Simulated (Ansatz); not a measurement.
# ZnS: the cost of one run

Computed with Ansatz 0.2.0 (DFT r2SCAN, scalar-relativistic, plane waves, PAW, unless a step's input says otherwise).

1 further run of the same task is left out (set aside as unsound or not needed). Runs told in other sessions of the task aren't counted.

## 1. The system as given

It takes space group P6_3mc (No. 186, hexagonal). Conventional cell: a = 3.807 Å, b = 3.807 Å, c = 6.246 Å, α = 90.00°, β = 90.00°, γ = 120.00°. Around Zn (site symmetry 3m) lie 4 S at 2.33 to 2.34 Å. Around S (site symmetry 3m) lie 4 Zn at 2.33 to 2.34 Å.

As a file:

```cif
data_structure
_symmetry_space_group_name_H-M 'P 1'
_symmetry_Int_Tables_number 1
_cell_length_a 3.8067
_cell_length_b 3.8067
_cell_length_c 6.2457
_cell_angle_alpha 90.000
_cell_angle_beta 90.000
_cell_angle_gamma 120.000
_cell_volume 78.38
loop_
_atom_site_label
_atom_site_type_symbol
_atom_site_fract_x
_atom_site_fract_y
_atom_site_fract_z
_atom_site_occupancy
Zn1 Zn 0.33333 0.66667 0.00539 1
Zn2 Zn 0.66667 0.33333 0.50539 1
S1 S 0.33333 0.66667 0.37961 1
S2 S 0.66667 0.33333 0.87961 1
```

It is the result of an earlier relaxation at this level (volume 19.60 Å³/atom; gap on the mesh: 2.78 eV).

## 2. The reference cell

Reference values: F = -8466.8882 eV; pressure -0.03 GPa; largest force 0.000 eV/Å; gap on the mesh 2.78 eV. It was computed beforehand with the settings of the runs below.

## 3. Setting up energy and stress against strain

The cell is strained by ε times the Voigt pattern (0, 0, 1, 0, 0, 0) (xx, yy, zz, yz, xz, xy; engineering shear), with fractional coordinates fixed (clamped ions). The stress on the pattern is the sum of the stress components weighted by it, tension positive.

## 4. Point ε = -0.0200

File input.yaml:

```yaml
crystal:
  lattice:
    - [3.8067217484, 0.0, 0.0]
    - [-1.9033608742, 3.2967177392, 0.0]
    - [0.0, 0.0, 6.1208204489]
  atoms:
    - { symbol: Zn, position: [0.3333333333, 0.6666666667, 0.0053880718] }
    - { symbol: Zn, position: [0.6666666667, 0.3333333333, 0.5053880718] }
    - { symbol: S, position: [0.3333333333, 0.6666666667, 0.3796119282] }
    - { symbol: S, position: [0.6666666667, 0.3333333333, 0.8796119282] }
basis:
  ecutwfc: 500
kpoints:
  mp_grid: { grid: [6, 6, 4] }
hamiltonian:
  xc: r2scan
scf:
  occupations: { method: gaussian, width: 0.05 }
output:
  forces: true
  stress: true
  eigenvalues: true
```

The run is started by

```console
> ansatz run input.yaml --threads 1 --pin off --max-ram 2560MiB --backend cpu --events-out ev --progress --plain --runs-dir out
```

**Question.** How long does this run take on 1 thread of Intel Xeon at 2.70GHz, shared host, and how much memory does it need?

About 7.2 s, with a peak of 0.5 GiB.
